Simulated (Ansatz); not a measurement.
# LaPd2 (I4/mmm) in Ansatz: a series of runs

The runs below take LaPd2 through relaxation of cell and atoms, with LDA, PBE, PBEsol, RPBE.

Everything below comes from runs of Ansatz 0.2.0. Logs are shortened: lines on timing, memory, paths and dates and some standing lists are left out, and cuts for length are marked.

## (1) The crystal as given

The structure is tetragonal, space group I4/mmm (No. 139). Conventional cell: a = 4.008 Å, b = 4.008 Å, c = 8.943 Å, α = 90.00°, β = 90.00°, γ = 90.00°. Around La (site symmetry 4/mmm) lie 8 Pd at 3.00 Å. Around Pd (site symmetry -4m2) lie 4 Pd at 2.83 Å and 4 La at 3.00 Å.

The cell comes from a database or a generator and needn't be the stable form of this composition.

## (2) Relaxation of cell and atoms, LDA

input.yaml

```yaml
crystal:
  lattice:
    - [-2.003874, 2.003874, 4.471731]
    - [2.003874, -2.003874, 4.471731]
    - [2.003874, 2.003874, -4.471731]
  atoms:
    - { symbol: La, position: [0.0, 0.0, 0.0] }
    - { symbol: Pd, position: [0.25, 0.75, 0.5] }
    - { symbol: Pd, position: [0.75, 0.25, 0.5] }
hamiltonian:
  xc: lda
  pseudopotentials: { kind: paw }
kpoints:
  mp_grid: { grid: [9, 9, 9] }
scf:
  occupations: { method: fermi_dirac, width: 0.05 }
output:
  forces: true
  stress: true
  eigenvalues: true
relax:
  f_tol: 0.01
  max_steps: 40
  cell: { stress_tol: 0.05 }
```

Potentials or basis: Ansatz PAW.

Started as:

```
ansatz run input.yaml --threads 2 --pin off --max-ram 5632MiB --backend cpu --events-out ev --progress --plain --runs-dir out
```

Output:

```text
Warning: RAYON_NUM_THREADS=2 ignored (pool sized by the plan → 2); use --threads N
Engine: ansatz 0.2.0, x86_64-unknown-linux-gnu
Pseudopotentials: kind: paw
Pseudopotential: La, paw, valence charge 11, recommended cutoff 420 eV (normal), La.paw.azcp
Pseudopotential: Pd, paw, valence charge 18, recommended cutoff 420 eV (normal), Pd.paw.azcp
Functional definition: SPW92
  exchange = slater_x
  correlation = pw_c
Crystal: 3 atoms, lattice volume = 71.825 Å³
Basis set: ecut = 420 eV, 1371 PW (Γ)
Bands: 29, of which v1, the nominal top of the filled ones, is band 24 counted from 1 (23 counted from 0)
Symmetry: 16 space group operations
Space group: I4/mmm (ITA 139), of the structure as read, at distance tolerance 4.2e-5 Å
k-points: 75 of 729
Non-local potential: La, projectors of the file, l = 0: 3, l = 1: 2, l = 2: 2, l = 3: 3
Non-local potential: Pd, projectors of the file, l = 0: 2, l = 1: 2, l = 2: 2, l = 3: 1
PAW form: soft (Blöchl's): semilocal exchange-correlation on the pseudo side does not see the compensation charge
PAW frozen core: La, regenerated for the run's functional, and the local potential with it (the file was generated under x = pbe(κ = 0.804, μ = 0.2195149727645171), c = pbe(β = 0.06672455060314922))
PAW frozen core: Pd, regenerated for the run's functional, and the local potential with it (the file was generated under x = pbe(κ = 0.804, μ = 0.2195149727645171), c = pbe(β = 0.06672455060314922))
PAW one-centre angular grid: La, 590 points (default); XC on 64 Gauss nodes
PAW one-centre angular grid: Pd, 590 points (default); XC on 64 Gauss nodes
Initial density: superposition of atomic densities (neutral atoms: chi_scale 0, normalization atom), corrected by the library's trained network
Initial wavefunctions: pseudopotential atomic-orbital guess
Functional: x = slater, c = lda
SCF iter   1: F=—  HF=-19766.763883 eV  |F-HF|=—  |Δ(HF+E_count)|=         —  Δρ=1.10e-2  dr2=8.96e-2  ethr=1.77e-3  ⟨swp⟩=4.2  Hψ=8023  notcnv=0
preconditioner: auto → LDOS  [metal: Δε(μ)=0.039 eV  Ē_g=6.995 eV  σ=0.050 eV  W_gap=0.19  n_scr=14 (ndim 8)  ℏωp=23.6 eV  f_vac=0.023  D(μ)=1.84/eV (n_scr^D=10)  β→1.0]
SCF iter   2: F=—  HF=-19766.791403 eV  |F-HF|=—  |Δ(HF+E_count)|=   2.75e-2  Δρ=1.69e-2  dr2=2.42e-1  ethr=1.91e-4  ⟨swp⟩=3.0  Hψ=5451  notcnv=0  defer=17  recentre
SCF iter   3: F=—  HF=-19766.748215 eV  |F-HF|=—  |Δ(HF+E_count)|=   4.32e-2  Δρ=1.87e-3  dr2=1.86e-3  ethr=1.91e-4  ⟨swp⟩=4.1  Hψ=4394  notcnv=0  defer=20
SCF iter   4: F=—  HF=-19766.747827 eV  |F-HF|=—  |Δ(HF+E_count)|=   3.88e-4  Δρ=2.60e-4  dr2=3.88e-5  ethr=3.96e-6  ⟨swp⟩=2.0  Hψ=4035  notcnv=0  defer=16
SCF iter   5: F=—  HF=-19766.747820 eV  |F-HF|=—  |Δ(HF+E_count)|=   6.29e-6  Δρ=4.33e-5  dr2=1.02e-6  ethr=8.25e-8  ⟨swp⟩=2.1  Hψ=3476  notcnv=0  defer=16
SCF iter   6: F=-19766.747821 eV  HF=-19766.747821 eV  |F-HF|=1.42e-8  |Δ(HF+E_count)|=   1.88e-7  Δρ=8.14e-6  dr2=7.17e-8  ethr=2.13e-10  ⟨swp⟩=8.4  Hψ=10156  notcnv=0
SCF 1 converged in 6 iterations: F = -19766.747821 eV  dr2 = 7.17e-8
relax step   1: F+E_penalty+E_count = -19766.74782065 eV  Δ(F+E_penalty+E_count) = +0.000e0 eV  max|allowed force component| = 3.007e-17 eV/Å  Δτ_max = 0.0000 Å  P = -7.584 GPa  Ω = 71.825 Å³  (6 SCF iters, dr2 threshold 1.00e-7 eV, accepted)
Crystal: 3 atoms, lattice volume = 61.846 Å³
Basis set: ecut = 420 eV, 1203 PW (Γ)
Initial density: handed on by an earlier stage of this run
Initial wavefunctions: those handed on with the density
SCF iter   1: F=—  HF=-19767.197531 eV  |F-HF|=—  |Δ(HF+E_count)|=         —  Δρ=4.39e-2  dr2=2.54e0  ethr=3.10e-3  ⟨swp⟩=9.1  Hψ=11630  notcnv=0
preconditioner: auto → Kerker (q_TF=auto, 2.606 Å⁻¹)  [metal: Δε(μ)=0.006 eV  Ē_g=7.242 eV  σ=0.050 eV  W_gap=0.03  n_scr=14 (ndim 8)  ℏωp=25.4 eV  f_vac=0.004  D(μ)=3.05/eV (n_scr^D=32)]
[... 32 lines left out ...]
SCF 4 converged in 6 iterations: F = -19766.916448 eV  dr2 = 4.06e-9
relax step   4: F+E_penalty+E_count = -19766.91644825 eV  Δ(F+E_penalty+E_count) = -2.182e-3 eV  max|allowed force component| = 2.082e-17 eV/Å  Δτ_max = 0.0000 Å  P = -0.026 GPa  Ω = 65.347 Å³  energy of the carried Pulay correction = +6.274e-4 eV  (6 SCF iters, dr2 threshold 3.00e-7 eV, accepted)
Crystal: 3 atoms, lattice volume = 65.325 Å³
iter 1 solved again at ethr=7.87e-8 eV; its pass at ethr=3.10e-3 eV (dr2=3.70e-5 eV) is discarded
SCF iter   1: F=—  HF=-19766.916479 eV  |F-HF|=—  |Δ(HF+E_count)|=         —  Δρ=1.57e-4  dr2=2.27e-5  ethr=7.87e-8  ⟨swp⟩=2.2  Hψ=12073  notcnv=0
preconditioner: auto → LDOS  [metal: Δε(μ)=0.011 eV  Ē_g=7.480 eV  σ=0.050 eV  W_gap=0.06  n_scr=14 (ndim 8)  ℏωp=24.7 eV  f_vac=0.014  D(μ)=2.11/eV (n_scr^D=14)  β→1.0]
SCF iter   2: F=—  HF=-19766.916481 eV  |F-HF|=—  |Δ(HF+E_count)|=   1.67e-6  Δρ=1.63e-4  dr2=1.94e-5  ethr=4.83e-8  ⟨swp⟩=2.1  Hψ=3364  notcnv=0
SCF iter   3: F=—  HF=-19766.916478 eV  |F-HF|=—  |Δ(HF+E_count)|=   2.81e-6  Δρ=4.84e-5  dr2=1.83e-6  ethr=4.13e-8  ⟨swp⟩=2.0  Hψ=3078  notcnv=0
SCF iter   4: F=—  HF=-19766.916475 eV  |F-HF|=—  |Δ(HF+E_count)|=   2.58e-6  Δρ=7.55e-6  dr2=5.28e-8  ethr=3.90e-9  ⟨swp⟩=2.0  Hψ=3474  notcnv=0
SCF iter   5: F=-19766.916475 eV  HF=-19766.916475 eV  |F-HF|=3.46e-10  |Δ(HF+E_count)|=   7.46e-9  Δρ=1.02e-6  dr2=8.24e-10  ethr=2.17e-11  ⟨swp⟩=5.3  Hψ=8451  notcnv=0
SCF 5 converged in 5 iterations: F = -19766.916475 eV  dr2 = 8.24e-10
relax step   5: F+E_penalty+E_count = -19766.91647535 eV  Δ(F+E_penalty+E_count) = -2.710e-5 eV  max|allowed force component| = 2.082e-17 eV/Å  Δτ_max = 0.0000 Å  P = +0.000 GPa  Ω = 65.325 Å³  energy of the carried Pulay correction = +6.301e-4 eV  (5 SCF iters, dr2 threshold 1.02e-8 eV, accepted)
Initial wavefunctions: pseudopotential atomic-orbital guess (no wavefunctions were taken with the density)
iter 1 solved again at ethr=1.74e-8 eV; its pass at ethr=3.10e-3 eV (dr2=8.20e-6 eV) is discarded
SCF iter   1: F=—  HF=-19766.915767 eV  |F-HF|=—  |Δ(HF+E_count)|=         —  Δρ=7.74e-5  dr2=5.57e-7  ethr=1.74e-8  ⟨swp⟩=4.1  Hψ=15911  notcnv=0
preconditioner: auto → LDOS  [metal: Δε(μ)=0.014 eV  Ē_g=7.482 eV  σ=0.050 eV  W_gap=0.07  n_scr=14 (ndim 8)  ℏωp=24.7 eV  f_vac=0.015  D(μ)=2.11/eV (n_scr^D=14)  β→1.0]
SCF iter   2: F=—  HF=-19766.915768 eV  |F-HF|=—  |Δ(HF+E_count)|=   1.41e-6  Δρ=3.79e-5  dr2=8.78e-7  ethr=1.18e-9  ⟨swp⟩=2.0  Hψ=3942  notcnv=0
SCF iter   3: F=—  HF=-19766.915768 eV  |F-HF|=—  |Δ(HF+E_count)|=   1.04e-7  Δρ=2.53e-5  dr2=4.59e-7  ethr=1.18e-9  ⟨swp⟩=2.0  Hψ=3942  notcnv=0
SCF iter   4: F=—  HF=-19766.915768 eV  |F-HF|=—  |Δ(HF+E_count)|=   6.58e-8  Δρ=1.09e-5  dr2=8.15e-8  ethr=9.77e-10  ⟨swp⟩=1.8  Hψ=2930  notcnv=0
SCF iter   5: F=—  HF=-19766.915768 eV  |F-HF|=—  |Δ(HF+E_count)|=   1.44e-8  Δρ=2.20e-6  dr2=3.33e-9  ethr=1.73e-10  ⟨swp⟩=2.0  Hψ=3085  notcnv=0
SCF iter   6: F=-19766.915768 eV  HF=-19766.915768 eV  |F-HF|=1.82e-11  |Δ(HF+E_count)|=  6.58e-10  Δρ=1.93e-7  dr2=2.61e-11  ethr=1.00e-12  ⟨swp⟩=6.1  Hψ=13140  notcnv=0
SCF 6 converged in 6 iterations: F = -19766.915768 eV  dr2 = 2.61e-11
relax step   6: F+E_penalty+E_count = -19766.91576827 eV  Δ(F+E_penalty+E_count) = +7.071e-4 eV  max|allowed force component| = 4.626e-18 eV/Å  Δτ_max = 0.0000 Å  P = +0.007 GPa  Ω = 65.325 Å³  stress off target by 1.50e-2 GPa  SCF on the basis re-selected at this cell (its energy is not comparable with the rows above)  (6 SCF iters)
basis re-selected at this cell: Δ(F+E_penalty+E_count) = +7.071e-4 eV, ΔP = +0.007 GPa vs the last step (what re-selecting the basis moved, of the pressure what is left beyond the Pulay correction that the steps carried, after the strain that the cell walked since its last selection, with what the two solves' SCF thresholds leave and, on support functions, any second-order correction that the steps lacked; it is no measure of the basis error at this ecutwfc). This SCF's stress stands 1.50e-2 GPa from its target on what of the cell is left free (relax.cell.stress_tol is 5.00e-2 GPa) and its largest allowed force component is 4.63e-18 eV/Å (relax.f_tol is 1.00e-2 eV/Å): within both
SCF converged after 6 iterations
Free energy (F): -19766.915768 eV
Harris-Foulkes:  -19766.915768 eV  (|F-HF|=1.82e-11)
Internal energy: -19766.898772 eV  (E = F + TS)
E sigma→0 (E₀):  -19766.907270 eV
Entropy (-TS):   -0.016996 eV (-5.665 meV/atom)
Fermi energy:    14.989487 eV
--- Per-component energies (eV) ---
  E_band       = -463.626615
  E_kinetic    = 1228.808148
  E_local      = -5547.506946  (includes V_loc(G=0)·N_el)
  E_nonlocal   = 545.078509
  E_hartree    = 2309.096135
  E_xc         = -476.003445
  E_vxc        = -573.057515  (∫ρ·V_xc dr)
  E_paw        = -12491.862281  (= ΣΔE_a)
  E_vpaw       = -735.141038  (= ΣTr[D̂ρ^β])
  E_aug_tail   = 0.000399  (compensation charges beyond the density's cutoff)
  E_ewald      = -5336.193476
  E_core_change = 1.684184  (= ΣΔE_core)
  E_smearing   = -0.016996  (= −TS)
  E_closure    = 0.000000  (closes the sum)
  Σ components = -19766.915768   (vs F -19766.915768, Δ=0.00e0)
--- Forces (eV/Å), atoms counted from 1 ---
  atom   1  La     0.00000000     0.00000000     0.00000000
  atom   2  Pd    -0.00000000    -0.00000000     0.00000000
  atom   3  Pd    -0.00000000    -0.00000000     0.00000000
  max |Σ_I F_I| component: 1.39e-17 eV/Å
--- Stress (GPa, compression-positive) ---
        0.003372       0.000000       0.000000
        0.000000       0.003372      -0.000000
        0.000000       0.000000       0.015046
  P = ⅓ Tr σ = 0.0073 GPa (0.073 kbar)
--- Band table (eV; the first three rows and the last of 75) ---
  k-point 0: bands = ["-69.3592", "-69.3189", "-35.3004", "-35.2539", "-35.1834", "-35.1834", "-34.9707", "-34.9707", "-17.4069", "-1.2390", "-0.9875", "-0.9875", "9.3211", "10.3308", "10.6101", "10.6960", "11.6910", "11.6910", "12.4514", "12.7705", "12.7705", "13.9290", "14.6433", "14.9777", "16.6227", "16.8086", "16.8086", "17.1684", "17.2428"]
  k-point 1: bands = ["-69.3568", "-69.3213", "-35.2976", "-35.2566", "-35.1864", "-35.1565", "-34.9989", "-34.9684", "-17.3946", "-1.2332", "-1.0696", "-1.0452", "9.6215", "10.5045", "10.7871", "10.9413", "11.5770", "11.8203", "12.3473", "12.6532", "12.7960", "13.8208", "14.2024", "14.9052", "16.0375", "16.7220", "16.8044", "17.2119", "17.2855"]
  k-point 2: bands = ["-69.3508", "-69.3272", "-35.2904", "-35.2635", "-35.1940", "-35.0881", "-35.0701", "-34.9626", "-17.3634", "-1.2585", "-1.2188", "-1.1873", "10.1719", "11.1710", "11.2516", "11.2517", "11.6436", "12.1094", "12.1828", "12.3560", "12.5001", "13.1013", "13.4476", "15.3290", "15.7768", "16.7712", "16.7985", "17.2162", "17.3927"]
  k-point 74: bands = ["-69.3579", "-69.3201", "-35.3007", "-35.2547", "-35.1776", "-35.1772", "-34.9775", "-34.9771", "-17.3815", "-1.4222", "-1.0244", "-0.9388", "10.0328", "10.3527", "10.4326", "10.8501", "10.8765", "11.2477", "12.6657", "12.9171", "13.1965", "13.7295", "13.9083", "14.6737", "16.8905", "17.0943", "17.1763", "17.2523", "17.4750"]
--- Relaxed structure (5 steps of the walk, 5 accepted, 1 SCFs on fresh bases) ---
  F+E_penalty+E_count = -19766.91576827 eV   max|allowed force component| = 4.626e-18 eV/Å   (the final SCF, on the basis selected at the relaxed cell)
  cell:  # Å, volume = 65.3249 Å³
    - [-1.934033986153441, 1.934033986153441, 4.366066293627343]
    - [1.934033986153441, -1.934033986153441, 4.366066293627343]
    - [1.934033986153441, 1.934033986153441, -4.366066293627343]
  atoms:
    - { symbol: La, position: [4.420110735314127e-36, 2.0438499319852828e-35, 3.2036777169077414e-35] }
    - { symbol: Pd, position: [0.24999999999999994, 0.7500000000000001, 0.5000000000000001] }
    - { symbol: Pd, position: [0.7500000000000001, 0.24999999999999994, 0.5000000000000001] }
```

It took 25 s on 2 threads of Intel Xeon Platinum 8259CL at 2.50GHz (Skylake/Cascade Lake), shared host; peak memory 0.52 GiB.

What came out:

```
Free energy                            : -19766.9158 eV
Relaxed volume                         : 21.77 Å³/atom
Relaxed cell                           : a = 5.152 Å, b = 5.152 Å, c = 5.152 Å, α = 135.90°, β = 135.90°, γ = 64.13°
Space group after relaxing (to 0.05 Å) : I4/mmm (No. 139)
Energy gained by relaxing              : 56.0 meV/atom
Ionic steps                            : 6
Pressure after relaxing                : 0.0 GPa
Band gap on the k mesh                 : none (metal or under the smearing width)
```

Step by step:
```csv
step,energy change (eV),largest force (eV/Å),volume (Å³)
1,0.0000,0.0000,71.83
2,-0.1017,0.0000,61.85
3,-0.1664,0.0000,65.97
4,-0.1686,0.0000,65.35
5,-0.1687,0.0000,65.32
6,-0.1679,0.0000,65.32
```

Final structure:
```
CELL_PARAMETERS angstrom
-1.93403 1.93403 4.36607
1.93403 -1.93403 4.36607
1.93403 1.93403 -4.36607
ATOMIC_POSITIONS crystal
La 0.00000 0.00000 0.00000
Pd 0.25000 0.75000 0.50000
Pd 0.75000 0.25000 0.50000
```

Levels at points of the mesh, in eV from the Fermi level:
```tsv
k point	band 20	band 21	band 22	band 23	band 24	band 25	band 26	band 27
(0.00, 0.00, 0.00)	-2.22	-2.22	-1.06	-0.35	-0.01	1.63	1.82	1.82
```

Caveat: the plane-wave basis is chosen anew once the cell has moved, so the energies of steps on either side of that aren't comparable; the PAW data sets come from PBE, with cores solved anew for the run's functional, which leaves a small shift of forces and pressure. Spin-orbit coupling is left out, which matters for the levels of La.

## (3) Relaxation of cell and atoms, PBE

input.yaml: that of step 2 with these lines changed.

```diff
@@ -10,3 +10,3 @@
 hamiltonian:
-  xc: lda
+  xc: pbe
   pseudopotentials: { kind: paw }
```

Potentials or basis: Ansatz PAW.

Started as:

```
ansatz run input.yaml --threads 2 --pin off --max-ram 5632MiB --backend cpu --events-out ev --progress --plain --runs-dir out
```

Run time: 18 s. Hardware: 2 threads of Intel Xeon Platinum 8259CL at 2.50GHz (Skylake/Cascade Lake), shared host; peak memory 0.53 GiB.

The run converged. Its results:

```
Free energy                            : -20197.5462 eV
Relaxed volume                         : 23.79 Å³/atom
Relaxed cell                           : a = 5.286 Å, b = 5.286 Å, c = 5.286 Å, α = 135.57°, β = 135.57°, γ = 64.65°
Space group after relaxing (to 0.05 Å) : I4/mmm (No. 139)
Energy gained by relaxing              : 0.2 meV/atom
Ionic steps                            : 4
Pressure after relaxing                : 0.0 GPa
Band gap on the k mesh                 : none (metal or under the smearing width)
```

The path:
```tsv
step	energy change (eV)	largest force (eV/Å)	volume (Å³)
1	0.0000	0.0000	71.83
2	-0.0003	0.0000	70.96
3	-0.0008	0.0000	71.37
4	-0.0007	0.0000	71.37
```

Final structure:
```cif
data_structure
_symmetry_space_group_name_H-M 'P 1'
_symmetry_Int_Tables_number 1
_cell_length_a 5.2861
_cell_length_b 5.2861
_cell_length_c 5.2861
_cell_angle_alpha 135.570
_cell_angle_beta 135.570
_cell_angle_gamma 64.646
_cell_volume 71.37
loop_
_atom_site_label
_atom_site_type_symbol
_atom_site_fract_x
_atom_site_fract_y
_atom_site_fract_z
_atom_site_occupancy
La1 La 0.00000 0.00000 0.00000 1
Pd1 Pd 0.25000 0.75000 0.50000 1
Pd2 Pd 0.75000 0.25000 0.50000 1
```

Levels at points of the mesh, in eV from the Fermi level:
| k point | band 21 | band 22 | band 23 | band 24 | band 25 | band 26 |
| --- | --- | --- | --- | --- | --- | --- |
| (0.00, 0.00, 0.00) | -2.09 | -1.06 | -0.24 | -0.16 | 1.63 | 1.72 |

Caveat: the plane-wave basis is chosen anew once the cell has moved, so the energies of steps on either side of that aren't comparable. Spin-orbit coupling is left out, which matters for the levels of La.

## (4) Relaxation of cell and atoms, PBEsol

input.yaml: that of step 3 with these lines changed.

```diff
@@ -10,3 +10,3 @@
 hamiltonian:
-  xc: pbe
+  xc: pbesol
   pseudopotentials: { kind: paw }
```

Started as:

```
ansatz run input.yaml --threads 2 --pin off --max-ram 5632MiB --backend cpu --events-out ev --progress --plain --runs-dir out
```

Wall time 27 s (2 threads of Intel Xeon Platinum 8259CL at 2.50GHz (Skylake/Cascade Lake), shared host); peak memory 0.53 GiB.

The run converged. Its results:

* Free energy: -19976.1519 eV
* Relaxed volume: 22.46 Å³/atom
* Relaxed cell: a = 5.206 Å, b = 5.206 Å, c = 5.206 Å, α = 135.91°, β = 135.91°, γ = 64.12°
* Space group after relaxing (to 0.05 Å): I4/mmm (No. 139)
* Energy gained by relaxing: 24.4 meV/atom
* Ionic steps: 5
* Pressure after relaxing: 0.0 GPa
* Band gap on the k mesh: none (metal or under the smearing width)

Step by step:
```csv
step,energy change (eV),largest force (eV/Å),volume (Å³)
1,0.0000,0.0000,71.83
2,-0.0726,0.0000,67.89
3,-0.0738,0.0000,67.48
4,-0.0739,0.0000,67.38
5,-0.0732,0.0000,67.38
```

Final structure:
```cif
data_structure
_symmetry_space_group_name_H-M 'P 1'
_symmetry_Int_Tables_number 1
_cell_length_a 5.2060
_cell_length_b 5.2060
_cell_length_c 5.2060
_cell_angle_alpha 135.911
_cell_angle_beta 135.911
_cell_angle_gamma 64.119
_cell_volume 67.38
loop_
_atom_site_label
_atom_site_type_symbol
_atom_site_fract_x
_atom_site_fract_y
_atom_site_fract_z
_atom_site_occupancy
La1 La 0.00000 0.00000 0.00000 1
Pd1 Pd 0.25000 0.75000 0.50000 1
Pd2 Pd 0.75000 0.25000 0.50000 1
```

Levels at points of the mesh, in eV from the Fermi level:
```tsv
k point	band 20	band 21	band 22	band 23	band 24	band 25	band 26	band 27
(0.00, 0.00, 0.00)	-2.14	-2.14	-1.02	-0.30	-0.03	1.60	1.80	1.80
```

Caveat: the plane-wave basis is chosen anew once the cell has moved, so the energies of steps on either side of that aren't comparable; the PAW data sets come from PBE, with cores solved anew for the run's functional, which leaves a small shift of forces and pressure. The run has no spin-orbit coupling, so splittings on La are missing.

## (5) Relaxation of cell and atoms, RPBE

input.yaml: that of step 4 with these lines changed.

```diff
@@ -10,3 +10,3 @@
 hamiltonian:
-  xc: pbesol
+  xc: rpbe
   pseudopotentials: { kind: paw }
@@ -20,2 +20,6 @@
   eigenvalues: true
+  write_density: true
+  write_potential: true
+  elf: true
+  volumetric_format: npy
 relax:
```

Started as:

```
ansatz run input.yaml --threads 2 --pin off --max-ram 5632MiB --backend cpu --events-out ev --progress --plain --runs-dir out
```

Wall time 24 s (2 threads of Intel Xeon Platinum 8259CL at 2.50GHz (Skylake/Cascade Lake), shared host); peak memory 0.55 GiB.

The run converged. Its results:

| Property | Result |
| --- | --- |
| Free energy | -20222.7056 eV |
| Relaxed volume | 24.59 Å³/atom |
| Relaxed cell | a = 5.335 Å, b = 5.335 Å, c = 5.335 Å, α = 135.42°, β = 135.42°, γ = 64.88° |
| Space group after relaxing (to 0.05 Å) | I4/mmm (No. 139) |
| Energy gained by relaxing | 3.8 meV/atom |
| Ionic steps | 5 |
| Pressure after relaxing | 0.0 GPa |
| Band gap on the k mesh | none (metal or under the smearing width) |

The path:
```csv
step,energy change (eV),largest force (eV/Å),volume (Å³)
1,0.0000,0.0000,71.83
2,-0.0026,0.0000,75.41
3,-0.0110,0.0000,73.84
4,-0.0111,0.0000,73.77
5,-0.0114,0.0000,73.77
```

Final structure:
```
CELL_PARAMETERS angstrom
-2.02380 2.02380 4.50258
2.02380 -2.02380 4.50258
2.02380 2.02380 -4.50258
ATOMIC_POSITIONS crystal
La 0.00000 0.00000 0.00000
Pd 0.25000 0.75000 0.50000
Pd 0.75000 0.25000 0.50000
```

Levels at points of the mesh, in eV from the Fermi level:
```
           k point  band 21  band 22  band 23  band 24  band 25  band 26
(0.00, 0.00, 0.00)    -2.06    -1.08    -0.23    -0.20     1.63     1.67
```

Caveat: the plane-wave basis is chosen anew once the cell has moved, so the energies of steps on either side of that aren't comparable; the PAW data sets come from PBE, with cores solved anew for the run's functional, which leaves a small shift of forces and pressure.

## (6) The runs side by side

| level | gap on the mesh (eV) | pressure (GPa) | relaxed volume (Å³/atom) |
| --- | --- | --- | --- |
| LDA | none | 0.0 | 21.77 |
| PBE | none | 0.0 | 23.79 |
| PBEsol | none | 0.0 | 22.46 |
| RPBE | none | 0.0 | 24.59 |

Alike in all rows: task relaxation of cell and atoms; potentials or basis Ansatz PAW; no spin polarisation; cell relaxed; k mesh 9 × 9 × 9; cutoff (eV) 420; smearing fermi-dirac 0.05 eV.

Caveats: the plane-wave basis is chosen anew once the cell has moved, so the energies of steps on either side of that aren't comparable; the PAW data sets come from PBE, with cores solved anew for the run's functional, which leaves a small shift of forces and pressure (some runs).

Absolute energies hang on the potentials; compare differences alone.
